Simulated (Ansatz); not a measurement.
# CuNi2: the cost of one run

Computed with Ansatz 0.2.0 (DFT PBE, scalar-relativistic, plane waves, PAW, unless a step's input says otherwise).

**1. The starting structure**

Symmetry: P-62m, No. 189, hexagonal system. The conventional cell has a = 4.291 Å, b = 4.291 Å, c = 4.122 Å, α = 90.00°, β = 90.00°, γ = 120.00°. Cu (site symmetry -6) is surrounded by 3 Cu at 2.48 Å and 9 Ni at 2.48 to 2.51 Å. Around Ni (site symmetry m2m) lie 8 Ni at 2.48 to 2.51 Å and 4 Cu at 2.51 Å. Ni (site symmetry -62m) is surrounded by 6 Cu at 2.48 Å and 6 Ni at 2.51 Å.

Structure file:

```
CELL_PARAMETERS angstrom
4.29142 0.00000 0.00000
-2.14571 3.71648 0.00000
0.00000 0.00000 4.12210
ATOMIC_POSITIONS crystal
Cu 0.33333 0.66667 0.50000
Cu 0.66667 0.33333 0.50000
Ni 0.00000 0.66667 0.00000
Ni 0.66667 0.00000 0.00000
Ni 0.33333 0.33333 0.00000
Ni 0.00000 0.00000 0.50000
```

The start is an ordering of an alloy on its end members' structure types: elements ordered on the sites of the Ni type, Cu/Ni on Ni (P-62m, No. 189).

**2. Probe: one point on a coarse mesh**

Input file input.yaml:

```yaml
crystal:
  lattice:
    - [4.29142042, 0.0, 0.0]
    - [-2.14571021, 3.7164791, 0.0]
    - [0.0, 0.0, 4.12210344]
  atoms:
    - { symbol: Cu, position: [0.33333333, 0.66666667, 0.5] }
    - { symbol: Cu, position: [0.66666667, 0.33333333, 0.5] }
    - { symbol: Ni, position: [0.0, 0.66666667, 0.0], spin: 2.0 }
    - { symbol: Ni, position: [0.66666667, 0.0, 0.0], spin: 2.0 }
    - { symbol: Ni, position: [0.33333333, 0.33333333, 0.0], spin: 2.0 }
    - { symbol: Ni, position: [0.0, 0.0, 0.5], spin: 2.0 }
basis:
  ecutwfc: 420
kpoints:
  mp_grid: { grid: [6, 6, 4] }
hamiltonian:
  xc: pbe
scf:
  occupations: { method: gaussian, width: 0.1 }
  lower_state_search: "off"
output:
  forces: true
  stress: true
  eigenvalues: true
  populations: true
magnetization:
  spin_polarized: true
```

Started as:

```bash
$ ansatz run input.yaml --threads 4 --pin off --max-ram 8192MiB --backend cpu --events-out ev --progress --plain --runs-dir out
```

**Question.** How long does this run take on 4 threads of Intel Xeon at 2.50GHz (Skylake/Cascade Lake), shared host, and how much memory does it need?

About 24 s, with a peak of 0.53 GiB.
